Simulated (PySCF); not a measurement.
# C₇H₈O₃, a complex of two parts: electronic excitations

What electronic excitations should one expect for `C=CC1=CCOC1` with `O=C=O`?

Computed with PySCF 2.14.0; each step states its level. No surroundings beyond the atoms listed, unless a continuum is named. Atoms count from 0, parts from 1.

## Step 1: Starting point

18 atoms, charge 0, multiplicity 1; geometry: GFN2-xTB, MD frame. Parts: 1 = atoms 0–14, `C=CC1=CCOC1`, charge 0; 2 = atoms 15–17, `O=C=O`, charge 0.

## Step 2: Excited states and response: 375 fs

The job: settings as JSON, then the geometry in Å.

```
{"job": {"kind": "uv", "xc": "CAM-B3LYP", "basis": "def2-SVP", "nstates": 4, "ntriplets": 0}, "charge": 0, "multiplicity": 1, "parts": [{"atoms": "0-14", "charge": 0, "multiplicity": 1}, {"atoms": "15-17", "charge": 0, "multiplicity": 1}]}
C      3.740954     0.157819    -0.265694
C      2.864742    -0.777343    -0.208980
C      1.465397    -0.478308    -0.334017
C      0.509243    -1.356909    -0.542062
C     -0.803414    -0.621263    -0.788075
O     -0.473271     0.676265    -0.227569
C      0.892902     0.906064    -0.292134
H      3.590918     1.122136    -0.511389
H      4.719783    -0.142783    -0.155697
H      3.075069    -1.772039     0.107168
H      0.665419    -2.496425    -0.568980
H     -1.198986    -0.606350    -1.841601
H     -1.585144    -0.978259    -0.227662
H      1.122603     1.418158     0.644077
H      1.249641     1.583185    -1.105173
O     -1.615972     0.228419     2.161308
C     -1.382687     1.356481     1.973797
O     -1.184985     2.503211     2.126419
```

Method: TDDFT CAM-B3LYP/def2-SVP, vertical, gas phase, core orbitals frozen in the response.

Run with:

```bash
$ OMP_NUM_THREADS=1 python cluster_run.py task.json out
```

One launch serves the whole session: the jobs run in the order shown.

**Question.** The jobs that follow are: TDDFT CAM-B3LYP/def2-SVP, vertical, gas phase, core orbitals frozen in the response; TDDFT CAM-B3LYP/def2-SVP, vertical, gas phase, core orbitals frozen in the response; TDDFT CAM-B3LYP/def2-SVP, vertical, gas phase, core orbitals frozen in the response; TDDFT CAM-B3LYP/def2-SVP, vertical, gas phase, core orbitals frozen in the response; TDDFT CAM-B3LYP/def2-SVP, vertical, gas phase, core orbitals frozen in the response. Predict: lowest singlet (CAM-B3LYP/def2-SVP, 375 fs).

**Answer**, as computed:

| quantity | value |
| --- | --- |
| lowest singlet (CAM-B3LYP/def2-SVP, 375 fs) | 6.08 eV (204 nm), f = 0.472 |
| range of the lowest singlet | 5.10 to 6.08 eV |

In the first frame run (375 fs): The lowest singlet, at 6.08 eV, is HOMO→LUMO 0.90 and is bright. The lowest singlet runs from 5.10 eV (825 fs) to 6.08 eV (375 fs), while the orbital gap spans 7.38 to 8.59 eV. The lowest state need not be the same one in every run.
